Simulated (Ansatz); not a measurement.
**AlN: phonons and Grüneisen parameters**

Aim: phonons by finite displacements on a 2×2×2 mesh of wavevectors, at three volumes, and the mode Grüneisen parameters. Runs: cell and atoms relaxed (PAW); reference run (PAW); volume scaled by 0.985 (PAW); volume scaled by 1.015 (PAW); mode Grüneisen parameters (PAW); linear response at the zone centre with the field response (PAW).

Computed with Ansatz 0.2.0 (DFT r²SCAN, frozen-core PAW, scalar-relativistic unless said, unless a step's input says otherwise).

1 further run of the same task is left out (it didn't finish).

### Step 1. The structure to begin with

It takes space group F-43m (No. 216, cubic). The conventional cell has a = 4.368 Å, b = 4.368 Å, c = 4.368 Å, α = 90.00°, β = 90.00°, γ = 90.00°. Around Al (site symmetry -43m) lie 4 N at 1.89 Å. N (site symmetry -43m) is surrounded by 4 Al at 1.89 Å.

As a file:

```cif
data_structure
_symmetry_space_group_name_H-M 'P 1'
_symmetry_Int_Tables_number 1
_cell_length_a 3.0886
_cell_length_b 3.0886
_cell_length_c 3.0886
_cell_angle_alpha 60.000
_cell_angle_beta 60.000
_cell_angle_gamma 60.000
_cell_volume 20.83
loop_
_atom_site_label
_atom_site_type_symbol
_atom_site_fract_x
_atom_site_fract_y
_atom_site_fract_z
_atom_site_occupancy
Al1 Al 0.00000 0.00000 0.00000 1
N1 N 0.25000 0.25000 0.25000 1
```

Cartesian axes are those of the input's lattice vectors. The structure goes back to a database entry.

### Step 2. Cell and atoms relaxed, PAW

Input file input.yaml:

```yaml
crystal:
  lattice:
    - [0.0, 2.1839935596, 2.1839935596]
    - [2.1839935596, 0.0, 2.1839935596]
    - [2.1839935596, 2.1839935596, 0.0]
  atoms:
    - { symbol: Al, position: [0.0, 0.0, 0.0] }
    - { symbol: "N", position: [0.25, 0.25, 0.25] }
kpoints:
  mp_grid: { grid: [16, 16, 16] }
scf:
  occupations: { method: fermi_dirac, width: 0.05 }
hamiltonian:
  xc: r2scan
  pseudopotentials: { kind: paw }
relax:
  f_tol: 0.002
  max_steps: 80
  cell: {}
output:
  forces: true
  stress: true
```

The run is started by

```console
ansatz run input.yaml --threads 2 --pin off --max-ram 5120MiB --backend cpu --events-out ev --progress --plain --runs-dir out
```

### Step 3. Reference run, PAW

Input file input.yaml:

```yaml
crystal:
  lattice:
    - [0.0, 2.18489979015, 2.18489979015]
    - [2.18489979015, 0.0, 2.18489979015]
    - [2.18489979015, 2.18489979015, 0.0]
  atoms:
    - { symbol: Al, position: [0.0, 0.0, 0.0] }
    - { symbol: "N", position: [0.25, 0.25, 0.25] }
kpoints:
  mp_grid: { grid: [10, 10, 10] }
scf:
  occupations: { method: fixed }
hamiltonian:
  xc: r2scan
  pseudopotentials: { kind: paw }
phonons:
  qmesh: [2, 2, 2]
  qpath:
    path:
      - [0.0, 0.0, 0.0]
      - [-0.5, -0.5, 0.0]
      - [-0.375, -0.375, 0.25]
      - [-0.375, 0.0, 0.375]
      - [0.0, 0.0, 0.0]
      - [0.0, 0.0, 0.5]
      - [-0.5, -0.25, 0.25]
      - [-0.5, -0.5, 0.0]
    npoints: 6
  temperatures: { t_min: 0, t_max: 1000, t_step: 100 }
```

### Step 4. Volume scaled by 0.985, PAW

Changes to input.yaml since step 3:

```diff
@@ -2,5 +2,5 @@
   lattice:
-    - [0.0, 2.18489979015, 2.18489979015]
-    - [2.18489979015, 0.0, 2.18489979015]
-    - [2.18489979015, 2.18489979015, 0.0]
+    - [0.0, 2.17392020892, 2.17392020892]
+    - [2.17392020892, 0.0, 2.17392020892]
+    - [2.17392020892, 2.17392020892, 0.0]
   atoms:
```

### Step 5. Volume scaled by 1.015, PAW

Changes to input.yaml since step 4:

```diff
@@ -2,5 +2,5 @@
   lattice:
-    - [0.0, 2.17392020892, 2.17392020892]
-    - [2.17392020892, 0.0, 2.17392020892]
-    - [2.17392020892, 2.17392020892, 0.0]
+    - [0.0, 2.19577011729, 2.19577011729]
+    - [2.19577011729, 0.0, 2.19577011729]
+    - [2.19577011729, 2.19577011729, 0.0]
   atoms:
```

### Step 7. Linear response at the zone centre with the field response, PAW

Input file input.yaml:

```yaml
crystal:
  lattice:
    - [0.0, 2.18489979015, 2.18489979015]
    - [2.18489979015, 0.0, 2.18489979015]
    - [2.18489979015, 2.18489979015, 0.0]
  atoms:
    - { symbol: Al, position: [0.0, 0.0, 0.0] }
    - { symbol: "N", position: [0.25, 0.25, 0.25] }
kpoints:
  mp_grid: { grid: [10, 10, 10] }
scf:
  occupations: { method: fixed }
hamiltonian:
  xc: r2scan
  pseudopotentials: { kind: paw }
phonons:
  method: dfpt
  dielectric: true
  rigid_motions: translations
```

(Steps that only read results are left out.)

Q: Predict the outcome of this session. Wanted: highest mode on the mesh, without the LO shift; optical modes at Γ; ε∞.

The runs gave:

| quantity | value |
| --- | --- |
| highest mode on the mesh, without the LO shift (PAW) | 743 cm⁻¹ |
| optical modes at Γ | 664 (T2) cm⁻¹ |
| mean Grüneisen parameter at 300 K (PAW) | 0.69 |
| ε∞ | 4.25, 4.25, 4.25 |

In words: No mode on the mesh is unstable; the highest lies at 743 cm⁻¹ by PAW. Weighted by heat capacity at 300 K the mean Grüneisen parameter of the sampled modes is 0.69, which points to expansion on heating. Some modes have negative γ and soften under compression. With the field of the polar modes, the highest mode near Γ lies at 911 cm⁻¹. Each set of modes is computed in the harmonic approximation. Cautions: frozen-core PAW files fitted under PBE, their cores solved anew for the functional of the run.
